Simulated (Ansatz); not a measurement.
# One shape, several levels: SnTe (SMILES [Sn][Te])

Wanted: a comparison of 6 runs (B3LYP/STO-3G, UPBE/STO-3G, UPBE0/STO-3G, wB97M-V/STO-3G, wB97X/STO-3G, BCCD(T)/STO-3G) of SnTe. 

The calculation is run with Ansatz 0.2.0.

45 further runs of the same task are left out: 16 that didn't finish, 29 set aside as unsound or not needed.

**1. The system as given**

SnTe has 2 atoms, charge 0, and is taken as a singlet. SMILES: `[Sn][Te]`. The Te2–Sn1 distance was set to 5.036 Å, away from the relaxed value.

**2. The energy at B3LYP/STO-3G (run 1)**

in.yaml

```yaml
crystal:
  periodic: [false, false, false]
  atoms:
    - {symbol: Sn, position_ang: [0.000000, 0.000000, -2.508470]}
    - {symbol: Te, position_ang: [-0.000000, -0.000000, 2.527330]}
basis:
  gaussian:
    orbitals: STO-3G
accuracy: high
hamiltonian:
  xc: {name: B3LYP}
```

Launch:

```sh
$ ansatz run in.yaml --threads 1 --pin off --max-ram 3480MiB --events-out events.jsonl --progress --plain --runs-dir runs
```

Output:

```text
Warning: RAYON_NUM_THREADS=1 ignored (pool sized by the plan → 1); use --threads N
Functional definition: B3LYP
  name "B3LYP"
  parameter a0 = 0.2
  parameter ax = 0.72
  parameter ac = 0.81
  exchange = (1 - a0 - ax)*slater_x + ax*b88_x + a0*exact_x
  correlation = (1 - ac)*vwn_rpa_c + ac*lyp_c
762 factors; integrals over basis functions are off by at most 4.7e-9 eV
mean field evaluation 1: about -340514.5982 eV, gradient 5.7e0 eV
mean field evaluation 2: about -340413.8605 eV, gradient 1.6e1 eV
mean field evaluation 4: about -340514.6167 eV, gradient 5.9e0 eV
mean field evaluation 8: about -340514.6212 eV, gradient 5.9e0 eV
mean field evaluation 16: about -340531.2993 eV, gradient 2.9e-1 eV
mean field evaluation 32: about -340531.2789 eV, gradient 3.1e-2 eV
mean field evaluation 64: about -340530.7032 eV, gradient 2.9e0 eV
mean field evaluation 96: about -340509.8648 eV, gradient 4.0e1 eV
mean field evaluation 128: about -340530.6333 eV, gradient 1.3e1 eV
mean field evaluation 160: about -340531.2704 eV, gradient 3.0e0 eV
mean field -340531.31851121 eV, -12514.2951348690 hartree, gradient 8.8e-9 eV, S^2 0.000000; 13 other end points of the search recorded, 0 dependent functions left out
reference -340531.31854635 eV, -12514.2951361604 hartree; 51, 51 occupied and 3, 3 virtual orbitals, 762 factors
Total energy: -340531.31854635 eV, -12514.2951361604 hartree
```

Run time: 14 s. Hardware: 1 thread of AMD EPYC 9R14 (Zen 4), shared host; peak memory 0.21 GiB.

**3. A single-point energy at UPBE/STO-3G (run 2)**

run.yaml

```yaml
crystal:
  periodic: [false, false, false]
  atoms:
    - {symbol: Sn, position_ang: [0.000000, 0.000000, -2.508470]}
    - {symbol: Te, position_ang: [-0.000000, -0.000000, 2.527330]}
basis:
  gaussian:
    orbitals: STO-3G
magnetization:
  spin_polarized: true
  initial_magnetization: 0
hamiltonian:
  xc: {name: PBE}
accuracy: high
```

Launch:

```sh
$ ansatz run run.yaml --threads 1 --pin off --max-ram 3480MiB --events-out events.jsonl --progress --plain --runs-dir runs
```

Output, cut to the lines that bear on the results:

```text
Warning: RAYON_NUM_THREADS=1 ignored (pool sized by the plan → 1); use --threads N
Functional definition: PBE
  name "PBE"
[...]
762 factors; integrals over basis functions are off by at most 4.7e-9 eV
[...]
mean field -340499.90316270 eV, -12513.1406421053 hartree, gradient 2.8e-8 eV, S^2 1.731269; 11 other end points of the search recorded, 0 dependent functions left out
reference -340499.90316516 eV, -12513.1406421958 hartree; 51, 51 occupied and 3, 3 virtual orbitals, 762 factors
Total energy: -340499.90316516 eV, -12513.1406421958 hartree
```

Wall time 23 s (1 thread of AMD EPYC 9R14 (Zen 4), shared host); peak memory 0.17 GiB.

Run 3 isn't shown in full; the table further down has it.

**4. The energy at wB97M-V/STO-3G (run 4)**

input.yaml

```yaml
crystal:
  periodic: [false, false, false]
  atoms:
    - {symbol: Sn, position_ang: [0.000000, 0.000000, -2.508470]}
    - {symbol: Te, position_ang: [-0.000000, -0.000000, 2.527330]}
basis:
  gaussian: {orbitals: STO-3G}
hamiltonian: {xc: {name: wB97M-V}}
accuracy: high
```

Launch:

```sh
$ ansatz run input.yaml --threads 1 --pin off --max-ram 3480MiB --events-out events.jsonl --progress --plain --runs-dir runs
```

Output, cut to the lines that bear on the results:

```text
Warning: RAYON_NUM_THREADS=1 ignored (pool sized by the plan → 1); use --threads N
Functional definition: wB97M-V
  name "wB97M-V"
[...]
  gx(w, u) = 1 - cx + cx01*u + cx10*w
  gss(w, u) = css00 + css04*u^4 + css10*w + css20*w^2 + css43*w^4*u^3
  gos(w, u) = cos00 + cos10*w + (cos20 + cos21*u)*w^2 + (cos60 + cos61*u)*w^6
[...]
      + integral(e_c_pw_mod_opposite_spin*gos(b97_w_opposite, b97_u_opposite)) + vv10(b, c)
762 factors; integrals over basis functions are off by at most 4.7e-9 eV
142 factors; integrals over basis functions are off by at most 5.7e-10 eV
[...]
mean field -340537.10802193 eV, -12514.5078954636 hartree, gradient 3.8e-9 eV, S^2 0.000000; 2 other end points of the search recorded, 0 dependent functions left out
reference -340537.10802486 eV, -12514.5078955716 hartree; 51, 51 occupied and 3, 3 virtual orbitals, 762 factors
Total energy: -340537.10802486 eV, -12514.5078955716 hartree
```

It took 20 s on 1 thread of AMD EPYC 9R14 (Zen 4), shared host; peak memory 0.39 GiB.

Run 5 isn't shown in full; the table further down has it.

**5. A single-point energy at BCCD(T)/STO-3G (run 6)**

molecule.yaml

```yaml
crystal:
  periodic: [false, false, false]
  atoms:
    - {symbol: Sn, position_ang: [0.000000, 0.000000, -2.508470]}
    - {symbol: Te, position_ang: [-0.000000, -0.000000, 2.527330]}
basis:
  gaussian: {orbitals: STO-3G}
correlation: {method: bccd_t, frozen_orbitals: {Sn: 18, Te: 18}}
accuracy: high
scf: {omitted_lower_state_checks: [cluster_reference, increment]}
```

Launch:

```sh
$ ansatz run molecule.yaml --threads 1 --pin off --max-ram 3480MiB --events-out events.jsonl --progress --plain --runs-dir runs
```

Output:

```text
Warning: RAYON_NUM_THREADS=1 ignored (pool sized by the plan → 1); use --threads N
[... 19 lines left out ...]
36 core orbitals not correlated: weight in the atoms' cores, before any rotation towards them, 1.000 or more for the frozen orbitals, at most 0.000 for the correlated occupied ones
[... 294 lines left out ...]
Total energy: -340420.97786221 eV, -12510.2401908100 hartree
Checks for a lower state left out: cluster_reference, increment
```

Run time: 11 s. Hardware: 1 thread of AMD EPYC 9R14 (Zen 4), shared host; peak memory 0.16 GiB.

**6. The series**

```
run           level  frozen core orbitals    energy (Eh)  wall time
  1    B3LYP/STO-3G                     –  -12514.295136       14 s
  2     UPBE/STO-3G                     –  -12513.140642       23 s
  3    UPBE0/STO-3G                     –  -12513.824794       34 s
  4  wB97M-V/STO-3G                     –  -12514.507896       20 s
  5    wB97X/STO-3G                     –  -12514.603191       11 s
  6  BCCD(T)/STO-3G                    36  -12510.240191       11 s
```

**7. Outcome**

```
                                           quantity            value
                                run 6: total energy  -12510.24019 Eh
run 6: correlation energy (36 core orbitals frozen)        -56.9 mEh
                              run 6: (T) correction        -0.22 mEh
```

**Reading.** Totals of different functionals can't be ranked against each other. In run 6 the log says that unrestricted orbitals would lower the reference, so the values rest on an unstable closed-shell determinant (other closed-shell runs at this shape may share the fault). In runs 1, 2, 3, 4, 5, 6 the basis is minimal, so the values are rough. In runs 1, 4, 5 a closed-shell determinant meets a far-stretched bond, which it describes badly. In runs 1, 2, 3, 4, 5, 6 relativity is left out where basis or elements ask for it. Spin contamination of the reference: run 3 ⟨S²⟩ = 1.84, run 2 ⟨S²⟩ = 1.73. Where it is this large, the reference is a mixture of spin states, and values that rest on it are in doubt. All runs together took 1.9 min, the longest 34 s.
